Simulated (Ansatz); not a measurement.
# C10H10Cl2W: small, medium and large basis sets

The task here is to estimate one member of a computed series from the others.

Program: Ansatz 0.2.0, Gaussian basis. Level of theory: one geometry, several basis sets. These are calculated values, not measurements.

Levels to be run: PBE0-D4/def2-SVP; ωB97M-V/def2-SVP; PBE0-D4/def2-QZVPP; ωB97M-V/def2-QZVPP; the functionals' def2-TZVPP values are taken from earlier runs.

**The relaxed structure**

The geometry comes from an earlier relaxation with PBE0-D4 in a triple-zeta def2 set; it is a stationary point, not always the lowest conformer. W takes the def2 core potential; no spin-orbit term is included.

SMILES `[Cl][W]12345678([Cl])([C@H]9[C@@H]1[C@@H]2[C@@H]3[C@H]94)[C@H]1[C@@H]5[C@@H]6[C@@H]7[C@H]18`, 23 atoms, charge 0, spin multiplicity 1.

Atoms are counted from 1 here; the program's logs count them from 0.

Bond lengths: Cl1–W2 2.442 Å, W2–Cl3 2.442 Å, W2–C4 2.380 Å, W2–C5 2.273 Å, W2–C6 2.231 Å, W2–C7 2.273 Å, W2–C8 2.380 Å, W2–C9 2.273 Å, W2–C10 2.380 Å, W2–C11 2.380 Å, W2–C12 2.273 Å, W2–C13 2.231 Å, C4–C5 1.421 Å, C4–C8 1.398 Å, C4–H14 1.077 Å, C5–C6 1.433 Å, C5–H15 1.078 Å, C6–C7 1.433 Å and more. Angles: Cl1–W2–Cl3 82.0°, Cl1–W2–C4 75.4°, Cl1–W2–C5 90.0°, Cl1–W2–C6 127.0°, Cl1–W2–C7 132.3°, Cl1–W2–C8 97.6°, Cl1–W2–C9 90.0°, Cl1–W2–C10 75.4°, Cl1–W2–C11 97.6°, Cl1–W2–C12 132.3°, Cl1–W2–C13 127.0°, Cl3–W2–C4 97.6°, Cl3–W2–C5 132.3°, Cl3–W2–C6 127.0°, Cl3–W2–C7 90.0°, Cl3–W2–C8 75.4°, Cl3–W2–C9 132.3°, Cl3–W2–C10 97.6° and more.

The first run:

File in.yaml:

```yaml
crystal:
  periodic: [false, false, false]
  atoms:
    - {symbol: Cl, position_ang: [0.116603, 0.573653, -2.721714]}
    - {symbol: W, position_ang: [0.140101, -0.139062, -0.386295]}
    - {symbol: Cl, position_ang: [1.354709, -2.033874, -1.333562]}
    - {symbol: C, position_ang: [-2.027328, -0.728782, -1.173076]}
    - {symbol: C, position_ang: [-2.078254, 0.327227, -0.222961]}
    - {symbol: C, position_ang: [-1.597368, -0.220208, 1.011159]}
    - {symbol: C, position_ang: [-1.176478, -1.571935, 0.788239]}
    - {symbol: C, position_ang: [-1.486966, -1.866765, -0.567193]}
    - {symbol: C, position_ang: [0.802833, 1.942442, 0.241687]}
    - {symbol: C, position_ang: [1.889156, 1.467833, -0.542494]}
    - {symbol: C, position_ang: [2.429990, 0.329476, 0.062257]}
    - {symbol: C, position_ang: [1.705483, 0.042738, 1.251216]}
    - {symbol: C, position_ang: [0.728220, 1.082391, 1.385739]}
    - {symbol: H, position_ang: [-2.262491, -0.635946, -2.220020]}
    - {symbol: H, position_ang: [-2.501905, 1.305126, -0.383325]}
    - {symbol: H, position_ang: [-1.640579, 0.268474, 1.967532]}
    - {symbol: H, position_ang: [-0.804043, -2.269800, 1.520191]}
    - {symbol: H, position_ang: [-1.242701, -2.783793, -1.076524]}
    - {symbol: H, position_ang: [0.231349, 2.837607, 0.058416]}
    - {symbol: H, position_ang: [2.178327, 1.855590, -1.504813]}
    - {symbol: H, position_ang: [3.199126, -0.292860, -0.363376]}
    - {symbol: H, position_ang: [1.930929, -0.738233, 1.958838]}
    - {symbol: H, position_ang: [0.111296, 1.248681, 2.250089]}
basis:
  gaussian: {orbitals: def2-SVP}
hamiltonian: {xc: pbe0, dispersion: d4}
output: {orbitals: {seedname: orbitals}}
```

Launch:

```console
ansatz run in.yaml --threads 11 --pin off --events-out ev --progress --plain --max-ram 166912MiB --backend cpu
```

Among the steps run: PBE0-D4 in def2-SVP; ωB97M-V in def2-SVP; PBE0-D4 in def2-QZVPP; ωB97M-V in def2-QZVPP.

One table of the session follows, with a row left open; its other results are not shown here.

It belongs to the step «Density functionals: the series». 

| functional | basis | HOMO (eV) |
| --- | --- | --- |
| PBE0-D4 | def2-SVP | -5.28 |
| PBE0-D4 | def2-TZVPP | -5.28 |
| PBE0-D4 | def2-QZVPP | -5.31 |
| ωB97M-V | def2-SVP | -7.43 |
| ωB97M-V | def2-TZVPP | -7.45 |
| ωB97M-V | def2-QZVPP | ? |

Q: Estimate the row for ωB97M-V, def2-QZVPP from the others.

The run gave: HOMO (eV): -7.49. In the column «HOMO (eV)» it is the lowest.
